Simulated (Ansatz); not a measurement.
**SnAs: a relaxation**

Wanted: a converged relaxation for SnAs, and a check of what comes out. The structure is shown as the input types it.

The COD entry's cell or inner coordinates are ideal or old and differ from later refinements, so a difference from it is no clean test against experiment.

Program: Ansatz 0.2.0. Level of theory: DFT, LDA, PAW with Ansatz's default frozen-core files, scalar-relativistic; relaxation of cell and atoms. These are calculated values, not measurements.

**1. The starting structure**

Symmetry: Fm-3m, No. 225, cubic system. Conventional cell: a = 5.681 Å, b = 5.681 Å, c = 5.681 Å, α = 90.00°, β = 90.00°, γ = 90.00°. Around Sn (site symmetry m-3m) lie 6 As at 2.84 Å. As (site symmetry m-3m) has 6 Sn at 2.84 Å as nearest neighbours.

Structure file:

```
Sn As
1.0
     0.00000    2.84050    2.84050
     2.84050    0.00000    2.84050
     2.84050    2.84050    0.00000
Sn As
1 1
Cartesian
  0.0000 0.0000 0.0000
  2.8405 2.8405 2.8405
```

**2. The calculation**

input.yaml reads:

```yaml
crystal:
  lattice:
    - [0.0, 2.8405, 2.8405]
    - [2.8405, 0.0, 2.8405]
    - [2.8405, 2.8405, 0.0]
  atoms:
    - { symbol: Sn, position: [0.0, 0.0, 0.0] }
    - { symbol: As, position: [0.5, 0.5, 0.5] }
kpoints:
  mp_grid: { grid: [12, 12, 12] }
scf:
  occupations: { method: methfessel_paxton, width: 5.0 }
  max_iter: 100
hamiltonian:
  xc: lda
  pseudopotentials: { kind: paw }
relax:
  f_tol: 0.002
  max_steps: 80
  cell: {}
output:
  forces: true
  stress: true
  write_density: true
  write_potential: true
  elf: true
  volumetric_format: npy
```

Command:

```console
$ ansatz run input.yaml --threads 1 --pin off --max-ram 3072MiB --backend cpu --events-out ev --progress --plain --runs-dir out
```

What happens when this is run?

This run ends as converged. Convergence says nothing about whether the input makes sense.

Look at the input: scf.occupations.method is methfessel_paxton; scf.occupations.width is 5.0. The width is far wider than usual, so occupations near the Fermi level are blurred and the entropy term grows.

To check: set scf.occupations.method to fermi_dirac and scf.occupations.width to 0.08.
